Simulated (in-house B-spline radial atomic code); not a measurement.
**Hf⁸⁺: excited configurations in jj coupling**

Wanted: excitation energies of Hf⁸⁺ as differences of total energies (ΔSCF).

Method: Dirac-Hartree-Fock, average of configuration, Fermi nucleus, basis-set limit. Code: in-house B-spline radial atomic code version 1.

**1. What is computed**

| Quantity | Value |
| --- | --- |
| element | hafnium (Z = 72) |
| charge | +8 |
| electrons | 64 |
| configuration | 1s2 2s2 2p6 3s2 3p6 3d10 4s2 4p6 4d10 4f-6 4f+7 5s2 5p-2 5p+1 |
| Hamiltonian | Dirac-Coulomb |
| nucleus | Fermi, rms radius 5.347 fm |

In configurations, a minus sign after the shell means j = l − 1/2 and a plus sign j = l + 1/2; the count of electrons follows.

Settings of the run:

```ini
Z = 72
electrons = 64.0
configuration = 1s2 2s2 2p6 3s2 3p6 3d10 4s2 4p6 4d10 4f-6 4f+7 5s2 5p-2 5p+1
hamiltonian = dirac
method = hf
spin_polarised = False
nucleus = fermi
rms_radius = 5.347
mass_number = 180
atomic_mass = 179.946559537
speed_of_light = 137.035999084
```

The reference is known from an earlier run: -15070.989210 hartree in all. Up to eight levels, counted from the top:

| orbital | occupation | energy (eV) | <r> (bohr) |
| --- | --- | --- | --- |
| 4p3/2 | 4 | -532.22 | 0.5063 |
| 4d3/2 | 4 | -372.03 | 0.5264 |
| 4d5/2 | 6 | -358.85 | 0.5370 |
| 5s1/2 | 2 | -191.39 | 1.078 |
| 5p1/2 | 2 | -161.04 | 1.156 |
| 4f5/2 | 6 | -158.08 | 0.6140 |
| 4f7/2 | 7 | -155.37 | 0.6206 |
| 5p3/2 | 1 | -151.49 | 1.224 |

**2. Configuration 1s2 2s2 2p6 3s2 3p6 3d10 4s2 4p6 4d10 4f-5 4f+8 5s2 5p-2 5p+1**

Settings of the run:

```ini
Z = 72
electrons = 64.0
configuration = 1s2 2s2 2p6 3s2 3p6 3d10 4s2 4p6 4d10 4f-5 4f+8 5s2 5p-2 5p+1
hamiltonian = dirac
method = hf
spin_polarised = False
nucleus = fermi
rms_radius = 5.347
mass_number = 180
atomic_mass = 179.946559537
speed_of_light = 137.035999084
```

**3. Configuration 1s2 2s2 2p6 3s2 3p6 3d10 4s2 4p6 4d10 4f-5 4f+8 5s2 5p+3**

Changes to the settings of step 2:

```diff
@@ -2,3 +2,3 @@
 electrons = 64.0
-configuration = 1s2 2s2 2p6 3s2 3p6 3d10 4s2 4p6 4d10 4f-5 4f+8 5s2 5p-2 5p+1
+configuration = 1s2 2s2 2p6 3s2 3p6 3d10 4s2 4p6 4d10 4f-5 4f+8 5s2 5p+3
 hamiltonian = dirac
```

**4. 1s2 2s2 2p6 3s2 3p6 3d10 4s2 4p6 4d10 4f-5 4f+8 5s2 5p-1 5p+2**

Changes to the settings of step 3:

```diff
@@ -2,3 +2,3 @@
 electrons = 64.0
-configuration = 1s2 2s2 2p6 3s2 3p6 3d10 4s2 4p6 4d10 4f-5 4f+8 5s2 5p+3
+configuration = 1s2 2s2 2p6 3s2 3p6 3d10 4s2 4p6 4d10 4f-5 4f+8 5s2 5p-1 5p+2
 hamiltonian = dirac
```

**5. Run with 1s2 2s2 2p6 3s2 3p6 3d10 4s2 4p6 4d10 4f-6 4f+7 5s2 5p-1 5p+2**

Changes to the settings of step 4:

```diff
@@ -2,3 +2,3 @@
 electrons = 64.0
-configuration = 1s2 2s2 2p6 3s2 3p6 3d10 4s2 4p6 4d10 4f-5 4f+8 5s2 5p-1 5p+2
+configuration = 1s2 2s2 2p6 3s2 3p6 3d10 4s2 4p6 4d10 4f-6 4f+7 5s2 5p-1 5p+2
 hamiltonian = dirac
```

**Question.** How far above the reference does each configuration lie (order and size, in eV)?

As calculated:

| net move | configuration | energy above the reference (eV) | with Breit, QED, recoil (eV) | largest <r> (bohr) |
| --- | --- | --- | --- | --- |
| 4f5/2 → 4f7/2 | 1s2 2s2 2p6 3s2 3p6 3d10 4s2 4p6 4d10 4f-5 4f+8 5s2 5p-2 5p+1 | 2.027 | 1.955 | 1.22 |
| 5p1/2 → 5p3/2 | 1s2 2s2 2p6 3s2 3p6 3d10 4s2 4p6 4d10 4f-6 4f+7 5s2 5p-1 5p+2 | 9.362 | 9.251 | 1.22 |
| 4f5/2, 5p1/2 → 4f7/2, 5p3/2 | 1s2 2s2 2p6 3s2 3p6 3d10 4s2 4p6 4d10 4f-5 4f+8 5s2 5p-1 5p+2 | 11.091 | 10.910 | 1.22 |
| 4f5/2, 2×5p1/2 → 4f7/2, 2×5p3/2 | 1s2 2s2 2p6 3s2 3p6 3d10 4s2 4p6 4d10 4f-5 4f+8 5s2 5p+3 | 21.684 | 21.393 | 1.22 |

What this shows: At the bottom stands 4f5/2 → 4f7/2 (2.027 eV), at the top 4f5/2, 2×5p1/2 → 4f7/2, 2×5p3/2 (21.684 eV). These are averages over configurations, without correlation, not spectroscopic levels.
